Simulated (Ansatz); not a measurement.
# CH₅InO: geometry and vibrations

Aim: relax CH₅InO from a cheap starting geometry, check the end point by its vibrations and derive ideal-gas thermochemistry.

Computed with Ansatz 0.2.0, Gaussian basis. Level: RKS PBE0-D4/def2-TZVP.

Plan: relaxation at PBE0-D4/def2-TZVP; harmonic vibrations at the same level.

2 further runs of the same task are left out: 1 for a known fault of the program, 1 set aside as unsound or not needed.

## (1) The system as given

SMILES `C[O][InH2]`, 8 atoms, charge 0, spin multiplicity 1.

Atoms are counted from 1 here; the program's logs count them from 0.

Bond lengths: C1–O2 1.406 Å, C1–H4 1.096 Å, C1–H5 1.102 Å, C1–H6 1.096 Å, O2–In3 1.964 Å, In3–H7 1.718 Å, In3–H8 1.693 Å. Angles: O2–C1–H4 109.3°, O2–C1–H5 112.6°, O2–C1–H6 109.5°, H4–C1–H5 108.3°, H4–C1–H6 108.8°, H5–C1–H6 108.3°, C1–O2–In3 126.9°, O2–In3–H7 119.0°, O2–In3–H8 111.7°, H7–In3–H8 129.4°.

As a file:

```
C    -0.6272    1.1030   -0.4066
O    -0.7368   -0.1584    0.2040
In    0.7174   -1.4334    0.5457
H    -1.2798    1.1379   -1.2863
H     0.4014    1.3285   -0.7301
H    -0.9432    1.8796    0.2990
H     2.3142   -1.0236    0.0614
H     0.1540   -2.8337    1.3131
```

The start is a GFN2-xTB geometry. In takes the def2 core potential; no spin-orbit term is included.

## (2) Geometry optimisation, PBE0-D4/def2-TZVP

in.yaml

```yaml
crystal:
  periodic: [false, false, false]
  atoms:
    - {symbol: C, position_ang: [-0.627230, 1.103030, -0.406640]}
    - {symbol: O, position_ang: [-0.736750, -0.158390, 0.203980]}
    - {symbol: In, position_ang: [0.717440, -1.433370, 0.545660]}
    - {symbol: H, position_ang: [-1.279780, 1.137910, -1.286290]}
    - {symbol: H, position_ang: [0.401390, 1.328460, -0.730090]}
    - {symbol: H, position_ang: [-0.943220, 1.879640, 0.298970]}
    - {symbol: H, position_ang: [2.314150, -1.023590, 0.061350]}
    - {symbol: H, position_ang: [0.153990, -2.833690, 1.313060]}
basis:
  gaussian: {orbitals: def2-TZVP}
hamiltonian: {xc: pbe0, dispersion: d4}
relax: {f_tol: 0.005, max_steps: 150}
```

Command:

```bash
ansatz run in.yaml --threads 4 --pin off --events-out ev --progress --plain --max-ram 10444MiB
```

After this run come: Force constants and modes.

Q: Predict the results of all the runs planned. Wanted: point group; shift from the start; total energy; dispersion term; dipole moment; lowest, highest wavenumber; zero-point energy.

As calculated:

```
                  quantity            value
               point group               Cs
                     steps                7
shift from the start (rms)          0.084 Å
              total energy    -8336.5383 eV
           dispersion term         -100 meV
             dipole moment           1.63 D
lowest, highest wavenumber    96, 3043 cm⁻¹
         zero-point energy     138.9 kJ/mol
       entropy at 298.15 K  318.5 J/(mol K)
```

In words: The relaxed geometry lies 0.08 Å (rms) from the start; the bond that changed most is O2–In3, from 1.964 to 1.987 Å. All wavenumbers are real, so the end point is a minimum. The stiffest mode, 3043 cm⁻¹, is a C–H stretch, and 3 modes under 200 cm⁻¹ make the vibrational entropy uncertain. Harmonic hybrid wavenumbers usually lie a few per cent above measured fundamentals. The largest Mulliken charge, +0.54 e, sits on In3.
